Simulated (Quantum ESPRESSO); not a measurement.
# CsPbBr3 (Pm-3m) in Quantum ESPRESSO: a series of runs

One crystal, CsPbBr3, is run at these levels: PBE, LDA, r2SCAN; tasks: band structure.

All numbers are computed with Quantum ESPRESSO 7.5; they aren't measurements. Logs are shortened: lines on timing, memory, paths and dates and some standing lists are left out, and cuts for length are marked.

## (1) The structure

Symmetry: Pm-3m, No. 221, cubic system. The conventional cell has a = 5.870 Å, b = 5.870 Å, c = 5.870 Å, α = 90.00°, β = 90.00°, γ = 90.00°. Pb (site symmetry m-3m) has 6 Br at 2.94 Å as nearest neighbours. Cs (site symmetry m-3m) is surrounded by 12 Br at 4.15 Å. Br (site symmetry 4/mmm) is surrounded by 2 Pb at 2.94 Å.

Measurements of this composition are mostly on another form, of space group No. 62.

## (2) Band structure, PBE

File pw.in:

```
&CONTROL
  calculation = 'scf'
  prefix = 'pwscf'
  outdir = './tmp'
  pseudo_dir = './pseudo'
  tprnfor = .true.
  tstress = .true.
  disk_io = 'low'
/
&SYSTEM
  ibrav = 0
  nat = 5
  ntyp = 3
  ecutwfc = 55
  ecutrho = 440
  nbnd = 31
  occupations = 'smearing'
  smearing = 'fd'
  degauss = 0.00367493
/
&ELECTRONS
  conv_thr = 1d-09
  electron_maxstep = 120
  mixing_beta = 0.5
/
ATOMIC_SPECIES
Pb   207.2000 Pb.pbe-dn-kjpaw_psl.0.2.2.UPF
Cs   132.9055 Cs_pbe_v1.uspp.F.UPF
Br    79.9040 br_pbe_v1.4.uspp.F.UPF
CELL_PARAMETERS angstrom
   5.8700000000    0.0000000000    0.0000000000
   0.0000000000    5.8700000000    0.0000000000
   0.0000000000    0.0000000000    5.8700000000
ATOMIC_POSITIONS crystal
Pb     0.5000000000    0.5000000000    0.5000000000
Cs     0.0000000000    0.0000000000    0.0000000000
Br     0.5000000000    0.5000000000    0.0000000000
Br     0.5000000000    0.0000000000    0.5000000000
Br     0.0000000000    0.5000000000    0.5000000000
K_POINTS automatic
5 5 5 0 0 0
```

File bands.in:

```
&CONTROL
  calculation = 'bands'
  prefix = 'pwscf'
  outdir = './tmp'
  pseudo_dir = './pseudo'
  disk_io = 'low'
  verbosity = 'high'
/
&SYSTEM
  ibrav = 0
  nat = 5
  ntyp = 3
  ecutwfc = 55
  ecutrho = 440
  nbnd = 31
  occupations = 'smearing'
  smearing = 'fd'
  degauss = 0.00367493
/
&ELECTRONS
  conv_thr = 1d-08
  electron_maxstep = 120
  mixing_beta = 0.5
  diago_full_acc = .true.
  startingwfc = 'random'
/
ATOMIC_SPECIES
Pb   207.2000 Pb.pbe-dn-kjpaw_psl.0.2.2.UPF
Cs   132.9055 Cs_pbe_v1.uspp.F.UPF
Br    79.9040 br_pbe_v1.4.uspp.F.UPF
CELL_PARAMETERS angstrom
   5.8700000000    0.0000000000    0.0000000000
   0.0000000000    5.8700000000    0.0000000000
   0.0000000000    0.0000000000    5.8700000000
ATOMIC_POSITIONS crystal
Pb     0.5000000000    0.5000000000    0.5000000000
Cs     0.0000000000    0.0000000000    0.0000000000
Br     0.5000000000    0.5000000000    0.0000000000
Br     0.5000000000    0.0000000000    0.5000000000
Br     0.0000000000    0.5000000000    0.5000000000
K_POINTS crystal
60
 0.0000000000  0.0000000000  0.0000000000 1
 0.0000000000  0.0714285714  0.0000000000 1
 0.0000000000  0.1428571429  0.0000000000 1
 0.0000000000  0.2142857143  0.0000000000 1
 0.0000000000  0.2857142857  0.0000000000 1
 0.0000000000  0.3571428571  0.0000000000 1
 0.0000000000  0.4285714286  0.0000000000 1
 0.0000000000  0.5000000000  0.0000000000 1
 0.0714285714  0.5000000000  0.0000000000 1
 0.1428571429  0.5000000000  0.0000000000 1
 0.2142857143  0.5000000000  0.0000000000 1
 0.2857142857  0.5000000000  0.0000000000 1
 0.3571428571  0.5000000000  0.0000000000 1
 0.4285714286  0.5000000000  0.0000000000 1
 0.5000000000  0.5000000000  0.0000000000 1
 0.4545454545  0.4545454545  0.0000000000 1
 0.4090909091  0.4090909091  0.0000000000 1
 0.3636363636  0.3636363636  0.0000000000 1
 0.3181818182  0.3181818182  0.0000000000 1
 0.2727272727  0.2727272727  0.0000000000 1
 0.2272727273  0.2272727273  0.0000000000 1
 0.1818181818  0.1818181818  0.0000000000 1
 0.1363636364  0.1363636364  0.0000000000 1
 0.0909090909  0.0909090909  0.0000000000 1
 0.0454545455  0.0454545455  0.0000000000 1
 0.0000000000  0.0000000000  0.0000000000 1
 0.0357142857  0.0357142857  0.0357142857 1
 0.0714285714  0.0714285714  0.0714285714 1
 0.1071428571  0.1071428571  0.1071428571 1
 0.1428571429  0.1428571429  0.1428571429 1
 0.1785714286  0.1785714286  0.1785714286 1
 0.2142857143  0.2142857143  0.2142857143 1
 0.2500000000  0.2500000000  0.2500000000 1
 0.2857142857  0.2857142857  0.2857142857 1
 0.3214285714  0.3214285714  0.3214285714 1
 0.3571428571  0.3571428571  0.3571428571 1
 0.3928571429  0.3928571429  0.3928571429 1
 0.4285714286  0.4285714286  0.4285714286 1
 0.4642857143  0.4642857143  0.4642857143 1
 0.5000000000  0.5000000000  0.5000000000 1
 0.4545454545  0.5000000000  0.4545454545 1
 0.4090909091  0.5000000000  0.4090909091 1
 0.3636363636  0.5000000000  0.3636363636 1
 0.3181818182  0.5000000000  0.3181818182 1
 0.2727272727  0.5000000000  0.2727272727 1
 0.2272727273  0.5000000000  0.2272727273 1
 0.1818181818  0.5000000000  0.1818181818 1
 0.1363636364  0.5000000000  0.1363636364 1
 0.0909090909  0.5000000000  0.0909090909 1
 0.0454545455  0.5000000000  0.0454545455 1
 0.0000000000  0.5000000000  0.0000000000 1
 0.5000000000  0.5000000000  0.0000000000 1
 0.5000000000  0.5000000000  0.0625000000 1
 0.5000000000  0.5000000000  0.1250000000 1
 0.5000000000  0.5000000000  0.1875000000 1
 0.5000000000  0.5000000000  0.2500000000 1
 0.5000000000  0.5000000000  0.3125000000 1
 0.5000000000  0.5000000000  0.3750000000 1
 0.5000000000  0.5000000000  0.4375000000 1
 0.5000000000  0.5000000000  0.5000000000 1
```

Potentials or basis: SSSP 1.3 efficiency PBE.

The run is started by

```console
OMP_NUM_THREADS=1 mpirun -n 2 pw.x -nk 2 -in pw.in > pw.out
OMP_NUM_THREADS=1 mpirun -n 2 pw.x -nk 2 -in bands.in > bands.out
```

pw.out:

```text
This program is part of the open-source Quantum ESPRESSO suite
     for quantum simulation of materials; please cite
         "P. Giannozzi et al., J. Phys.:Condens. Matter 21 395502 (2009);
         "P. Giannozzi et al., J. Phys.:Condens. Matter 29 465901 (2017);
         "P. Giannozzi et al., J. Chem. Phys. 152 154105 (2020);
     in publications or presentations arising from this work. More details at

     file Pb.pbe-dn-kjpaw_psl.0.2.2.UPF: wavefunction(s)  6S renormalized
     Message from routine setup:
     using ibrav=0 with symmetry is DISCOURAGED, use correct ibrav instead
[... 6 lines left out ...]
     --------------------
     sticks:   dense  smooth     PW     G-vecs:    dense   smooth      PW
     Sum        4309    2161    593               212911    75037   11067

     Using Slab Decomposition

     bravais-lattice index     =            0
     lattice parameter (alat)  =      11.0927  a.u.
     unit-cell volume          =    1364.9317 (a.u.)^3
     number of atoms/cell      =            5
     number of atomic types    =            3
     number of electrons       =        44.00
     number of Kohn-Sham states=           31
     kinetic-energy cutoff     =      55.0000  Ry
     charge density cutoff     =     440.0000  Ry
     scf convergence threshold =      1.0E-09
     mixing beta               =       0.5000
     number of iterations used =            8  plain     mixing
     Exchange-correlation=  SLA  PW   PBX  PBC
                           (   1   4   3   4   0   0   0)

     celldm(1)=  11.092692  celldm(2)=   0.000000  celldm(3)=   0.000000
     celldm(4)=   0.000000  celldm(5)=   0.000000  celldm(6)=   0.000000

     crystal axes: (cart. coord. in units of alat)
               a(1) = (   1.000000   0.000000   0.000000 )
               a(2) = (   0.000000   1.000000   0.000000 )
               a(3) = (   0.000000   0.000000   1.000000 )

     reciprocal axes: (cart. coord. in units 2 pi/alat)
               b(1) = (  1.000000  0.000000  0.000000 )
               b(2) = (  0.000000  1.000000  0.000000 )
               b(3) = (  0.000000  0.000000  1.000000 )

     PseudoPot. # 1 for Pb read from file:
     Pb.pbe-dn-kjpaw_psl.0.2.2.UPF
     Pseudo is Projector augmented-wave + core cor, Zval = 14.0
     Generated using "atomic" code by A. Dal Corso  v.5.0.99 svn rev. 10869
     Shape of augmentation charge: PSQ
     Using radial grid of 1281 points,  6 beta functions with:
                l(1) =   0
                l(2) =   0
                l(3) =   1
                l(4) =   1
                l(5) =   2
                l(6) =   2
     Q(r) pseudized with 0 coefficients

     PseudoPot. # 2 for Cs read from file:
     Cs_pbe_v1.uspp.F.UPF
     Pseudo is Ultrasoft + core correction, Zval =  9.0
     Generated by new atomic code, or converted to UPF format
     Using radial grid of  905 points,  6 beta functions with:
                l(1) =   0
                l(2) =   0
                l(3) =   1
                l(4) =   1
                l(5) =   2
                l(6) =   2
     Q(r) pseudized with  6 coefficients,  rinner =    1.500   1.500   1.500
                                                       1.500   1.500

     PseudoPot. # 3 for Br read from file:
     br_pbe_v1.4.uspp.F.UPF
     Pseudo is Ultrasoft + core correction, Zval =  7.0
     Generated by new atomic code, or converted to UPF format
     Using radial grid of  879 points,  6 beta functions with:
                l(1) =   0
                l(2) =   0
                l(3) =   1
                l(4) =   1
                l(5) =   2
                l(6) =   2
     Q(r) pseudized with  8 coefficients,  rinner =    1.100   1.100   1.100
                                                       1.100   1.100

     atomic species   valence    mass     pseudopotential
     Pb               14.00   207.20000     Pb( 1.00)
     Cs                9.00   132.90550     Cs( 1.00)
     Br                7.00    79.90400     Br( 1.00)

     48 Sym. Ops., with inversion, found

   Cartesian axes

     site n.     atom                  positions (alat units)
         1        Pb     tau(   1) = (   0.5000000   0.5000000   0.5000000  )
         2        Cs     tau(   2) = (   0.0000000   0.0000000   0.0000000  )
         3        Br     tau(   3) = (   0.5000000   0.5000000   0.0000000  )
         4        Br     tau(   4) = (   0.5000000   0.0000000   0.5000000  )
         5        Br     tau(   5) = (   0.0000000   0.5000000   0.5000000  )

     number of k points=    10  Fermi-Dirac smearing, width (Ry)=  0.0037
                       cart. coord. in units 2pi/alat
        k(    1) = (   0.0000000   0.0000000   0.0000000), wk =   0.0160000
        k(    2) = (   0.0000000   0.0000000   0.2000000), wk =   0.0960000
        k(    3) = (   0.0000000   0.0000000   0.4000000), wk =   0.0960000
        k(    4) = (   0.0000000   0.2000000   0.2000000), wk =   0.1920000
        k(    5) = (   0.0000000   0.2000000   0.4000000), wk =   0.3840000
        k(    6) = (   0.0000000   0.4000000   0.4000000), wk =   0.1920000
        k(    7) = (   0.2000000   0.2000000   0.2000000), wk =   0.1280000
        k(    8) = (   0.2000000   0.2000000   0.4000000), wk =   0.3840000
        k(    9) = (   0.2000000   0.4000000   0.4000000), wk =   0.3840000
        k(   10) = (   0.4000000   0.4000000   0.4000000), wk =   0.1280000

     Dense  grid:   212911 G-vectors     FFT dimensions: (  75,  75,  75)

     Smooth grid:    75037 G-vectors     FFT dimensions: (  54,  54,  54)

     Initial potential from superposition of free atoms

     starting charge      43.9582, renormalised to      44.0000
     Starting wfcs are   34 randomized atomic wfcs
     Checking if some PAW data can be deallocated...

     Self-consistent Calculation

     iteration #  1     ecut=    55.00 Ry     beta= 0.50
     Davidson diagonalization with overlap
     ethr =  1.00E-02,  avg # of iterations =  3.4

     Threshold (ethr) on eigenvalues was too large:
     Diagonalizing with lowered threshold

     Davidson diagonalization with overlap
     ethr =  3.28E-04,  avg # of iterations =  4.2

     total energy              =   -1074.59988801 Ry
     estimated scf accuracy    <       0.13616845 Ry
[... 78 lines left out ...]
     iteration # 13     ecut=    55.00 Ry     beta= 0.50
     Davidson diagonalization with overlap
     ethr =  9.75E-12,  avg # of iterations =  3.4

     End of self-consistent calculation

          k = 0.0000 0.0000 0.0000 (  9435 PWs)   bands (ev):

   -17.6147 -13.0110 -13.0110 -12.8484 -12.8484 -12.8484 -10.9612 -10.2385
   -10.2385  -4.4090  -4.4090  -4.4090  -3.1084  -0.4806  -0.4806  -0.4806
     1.6966   1.6966   1.6966   1.8168   1.8168   1.8168   6.8752   7.9653
     7.9653   8.7211   8.7211   8.7211   9.8960   9.8960   9.8960
[... 59 lines left out ...]
   -17.6122 -12.9181 -12.9181 -12.8502 -12.8502 -12.8502 -10.6121 -10.5375
   -10.5375  -4.9804  -4.4368  -4.4368  -4.4284   0.9557   1.0202   1.0202
     1.3222   1.3222   2.0926   2.0926   2.1316   3.2324   5.8859   5.8859
     6.0609   8.5342   9.1731   9.1731   9.1859  10.1317  10.1317

     the Fermi energy is     4.4201 ev

!    total energy              =   -1074.64007729 Ry
     estimated scf accuracy    <          7.5E-11 Ry
     smearing contrib. (-TS)   =      -0.00000000 Ry
     internal energy E=F+TS    =   -1074.64007729 Ry

     The total energy is F=E-TS. E is the sum of the following terms:
     one-electron contribution =     -94.55322897 Ry
     hartree contribution      =      68.49829584 Ry
     xc contribution           =    -153.09864044 Ry
     ewald contribution        =    -167.04372586 Ry
     one-center paw contrib.   =    -728.44277785 Ry

     convergence has been achieved in  13 iterations

     Forces acting on atoms (cartesian axes, Ry/au):

     atom    1 type  1   force =     0.00000000    0.00000000    0.00000000
     atom    2 type  2   force =     0.00000000    0.00000000    0.00000000
     atom    3 type  3   force =     0.00000000    0.00000000    0.00000000
     atom    4 type  3   force =     0.00000000    0.00000000    0.00000000
     atom    5 type  3   force =     0.00000000    0.00000000    0.00000000

     Total force =     0.000000     Total SCF correction =     0.000000

     Computing stress (Cartesian axis) and pressure

          total   stress  (Ry/bohr**3)                   (kbar)     P=       13.96
   0.00009490   0.00000000   0.00000000           13.96        0.00        0.00
   0.00000000   0.00009490   0.00000000            0.00       13.96        0.00
   0.00000000   0.00000000   0.00009490            0.00        0.00       13.96

=------------------------------------------------------------------------------=
   JOB DONE.
=------------------------------------------------------------------------------=
```

It took 6 min on 2 MPI ranks of Intel Xeon Platinum 8488C (Sapphire Rapids), shared host; peak memory 1 GiB.

Results:

```yaml
Free_energy: -14621.2231 eV
Pressure: 1.4 GPa
Band_gap_along_the_path: 1.54 eV, direct
```

Levels at the corners of the path, in eV from the valence-band top:
```
point  band 19  band 20  band 21  band 22  band 23  band 24  band 25  band 26
    Γ    -2.18    -2.06    -2.06    -2.06     3.00     4.09     4.09     4.85
    X    -2.30    -2.16    -2.16    -1.45     2.58     4.45     5.06     5.11
    M    -2.40    -2.29    -1.70    -0.71     2.09     2.09     4.89     5.16
    Γ    -2.18    -2.06    -2.06    -2.06     3.00     4.09     4.09     4.85
    R    -1.69    -1.69    -1.69     0.00     1.54     1.54     1.54     4.50
    X    -2.30    -2.16    -2.16    -1.45     2.58     4.45     5.06     5.11
    M    -2.40    -2.29    -1.70    -0.71     2.09     2.09     4.89     5.16
    R    -1.69    -1.69    -1.69     0.00     1.54     1.54     1.54     4.50
```

Caveat: some levels on the path didn't converge; spin-orbit coupling is left out, which moves the levels of the heavy elements.

## (3) Band structure, LDA

pw.in, as its differences from that of step 2:

```diff
@@ -13,4 +13,4 @@
   ntyp = 3
-  ecutwfc = 55
-  ecutrho = 440
+  ecutwfc = 45
+  ecutrho = 360
   nbnd = 31
@@ -26,5 +26,5 @@
 ATOMIC_SPECIES
-Pb   207.2000 Pb.pbe-dn-kjpaw_psl.0.2.2.UPF
-Cs   132.9055 Cs_pbe_v1.uspp.F.UPF
-Br    79.9040 br_pbe_v1.4.uspp.F.UPF
+Pb   207.2000 pb_lda_v1.uspp.F.UPF
+Cs   132.9055 cs_lda_v1.uspp.F.UPF
+Br    79.9040 br_lda_v1.4.uspp.F.UPF
 CELL_PARAMETERS angstrom
```

File bands_first_try.in:

```
&CONTROL
  calculation = 'bands'
  prefix = 'pwscf'
  outdir = './tmp'
  pseudo_dir = './pseudo'
  disk_io = 'low'
  verbosity = 'high'
/
&SYSTEM
  ibrav = 0
  nat = 5
  ntyp = 3
  ecutwfc = 45
  ecutrho = 360
  nbnd = 31
  occupations = 'smearing'
  smearing = 'fd'
  degauss = 0.00367493
/
&ELECTRONS
  conv_thr = 1d-08
  electron_maxstep = 120
  mixing_beta = 0.5
  diago_full_acc = .true.
  startingwfc = 'random'
/
ATOMIC_SPECIES
Pb   207.2000 pb_lda_v1.uspp.F.UPF
Cs   132.9055 cs_lda_v1.uspp.F.UPF
Br    79.9040 br_lda_v1.4.uspp.F.UPF
CELL_PARAMETERS angstrom
   5.8700000000    0.0000000000    0.0000000000
   0.0000000000    5.8700000000    0.0000000000
   0.0000000000    0.0000000000    5.8700000000
ATOMIC_POSITIONS crystal
Pb     0.5000000000    0.5000000000    0.5000000000
Cs     0.0000000000    0.0000000000    0.0000000000
Br     0.5000000000    0.5000000000    0.0000000000
Br     0.5000000000    0.0000000000    0.5000000000
Br     0.0000000000    0.5000000000    0.5000000000
K_POINTS crystal
60
 0.0000000000  0.0000000000  0.0000000000 1
 0.0000000000  0.0714285714  0.0000000000 1
 0.0000000000  0.1428571429  0.0000000000 1
 0.0000000000  0.2142857143  0.0000000000 1
 0.0000000000  0.2857142857  0.0000000000 1
 0.0000000000  0.3571428571  0.0000000000 1
 0.0000000000  0.4285714286  0.0000000000 1
 0.0000000000  0.5000000000  0.0000000000 1
 0.0714285714  0.5000000000  0.0000000000 1
 0.1428571429  0.5000000000  0.0000000000 1
 0.2142857143  0.5000000000  0.0000000000 1
 0.2857142857  0.5000000000  0.0000000000 1
 0.3571428571  0.5000000000  0.0000000000 1
 0.4285714286  0.5000000000  0.0000000000 1
 0.5000000000  0.5000000000  0.0000000000 1
 0.4545454545  0.4545454545  0.0000000000 1
 0.4090909091  0.4090909091  0.0000000000 1
 0.3636363636  0.3636363636  0.0000000000 1
 0.3181818182  0.3181818182  0.0000000000 1
 0.2727272727  0.2727272727  0.0000000000 1
 0.2272727273  0.2272727273  0.0000000000 1
 0.1818181818  0.1818181818  0.0000000000 1
 0.1363636364  0.1363636364  0.0000000000 1
 0.0909090909  0.0909090909  0.0000000000 1
 0.0454545455  0.0454545455  0.0000000000 1
 0.0000000000  0.0000000000  0.0000000000 1
 0.0357142857  0.0357142857  0.0357142857 1
 0.0714285714  0.0714285714  0.0714285714 1
 0.1071428571  0.1071428571  0.1071428571 1
 0.1428571429  0.1428571429  0.1428571429 1
 0.1785714286  0.1785714286  0.1785714286 1
 0.2142857143  0.2142857143  0.2142857143 1
 0.2500000000  0.2500000000  0.2500000000 1
 0.2857142857  0.2857142857  0.2857142857 1
 0.3214285714  0.3214285714  0.3214285714 1
 0.3571428571  0.3571428571  0.3571428571 1
 0.3928571429  0.3928571429  0.3928571429 1
 0.4285714286  0.4285714286  0.4285714286 1
 0.4642857143  0.4642857143  0.4642857143 1
 0.5000000000  0.5000000000  0.5000000000 1
 0.4545454545  0.5000000000  0.4545454545 1
 0.4090909091  0.5000000000  0.4090909091 1
 0.3636363636  0.5000000000  0.3636363636 1
 0.3181818182  0.5000000000  0.3181818182 1
 0.2727272727  0.5000000000  0.2727272727 1
 0.2272727273  0.5000000000  0.2272727273 1
 0.1818181818  0.5000000000  0.1818181818 1
 0.1363636364  0.5000000000  0.1363636364 1
 0.0909090909  0.5000000000  0.0909090909 1
 0.0454545455  0.5000000000  0.0454545455 1
 0.0000000000  0.5000000000  0.0000000000 1
 0.5000000000  0.5000000000  0.0000000000 1
 0.5000000000  0.5000000000  0.0625000000 1
 0.5000000000  0.5000000000  0.1250000000 1
 0.5000000000  0.5000000000  0.1875000000 1
 0.5000000000  0.5000000000  0.2500000000 1
 0.5000000000  0.5000000000  0.3125000000 1
 0.5000000000  0.5000000000  0.3750000000 1
 0.5000000000  0.5000000000  0.4375000000 1
 0.5000000000  0.5000000000  0.5000000000 1
```

bands.in, as its differences from that of step 2:

```diff
@@ -12,4 +12,4 @@
   ntyp = 3
-  ecutwfc = 55
-  ecutrho = 440
+  ecutwfc = 45
+  ecutrho = 360
   nbnd = 31
@@ -24,8 +24,7 @@
   diago_full_acc = .true.
-  startingwfc = 'random'
 /
 ATOMIC_SPECIES
-Pb   207.2000 Pb.pbe-dn-kjpaw_psl.0.2.2.UPF
-Cs   132.9055 Cs_pbe_v1.uspp.F.UPF
-Br    79.9040 br_pbe_v1.4.uspp.F.UPF
+Pb   207.2000 pb_lda_v1.uspp.F.UPF
+Cs   132.9055 cs_lda_v1.uspp.F.UPF
+Br    79.9040 br_lda_v1.4.uspp.F.UPF
 CELL_PARAMETERS angstrom
```

Potentials or basis: GBRV 1.5 LDA.

The run is started by

```console
OMP_NUM_THREADS=1 mpirun -n 2 pw.x -nk 2 -in pw.in > pw.out
OMP_NUM_THREADS=1 mpirun -n 2 pw.x -nk 2 -in bands_first_try.in > bands_first_try.out
OMP_NUM_THREADS=1 mpirun -n 2 pw.x -nk 2 -in bands.in > bands.out
```

Run time: 3.9 min. Hardware: 2 MPI ranks of Intel Xeon Platinum 8488C (Sapphire Rapids), shared host; peak memory 0.76 GiB.

The run converged. Its results:

```
Free energy             : -4995.8613 eV
Pressure                : -1.3 GPa
Band gap along the path : 1.40 eV, direct
```

Levels at the corners of the path, in eV from the valence-band top:
```
point  band 18  band 19  band 20  band 21  band 22  band 23  band 24  band 25  band 26  band 27
    Γ    -2.11    -2.11    -1.99    -1.99    -1.99     2.70     3.90     3.90     4.72     4.72
    X    -2.26    -2.25    -2.10    -2.10    -1.41     2.48     4.21     4.80     4.97     5.21
    M    -2.34    -2.34    -2.23    -1.62    -0.69     1.97     1.97     4.77     5.02     5.36
    Γ    -2.11    -2.11    -1.99    -1.99    -1.99     2.70     3.90     3.90     4.72     4.72
    R    -2.22    -1.60    -1.60    -1.60     0.00     1.40     1.40     1.40     4.24     5.06
    X    -2.26    -2.25    -2.10    -2.10    -1.41     2.48     4.21     4.80     4.97     5.21
    M    -2.34    -2.34    -2.23    -1.62    -0.69     1.97     1.97     4.77     5.02     5.36
    R    -2.22    -1.60    -1.60    -1.60     0.00     1.40     1.40     1.40     4.24     5.06
```

Caveat: some levels on the path didn't converge; spin-orbit coupling is left out, which moves the levels of the heavy elements.

[end of part 1 of 2]
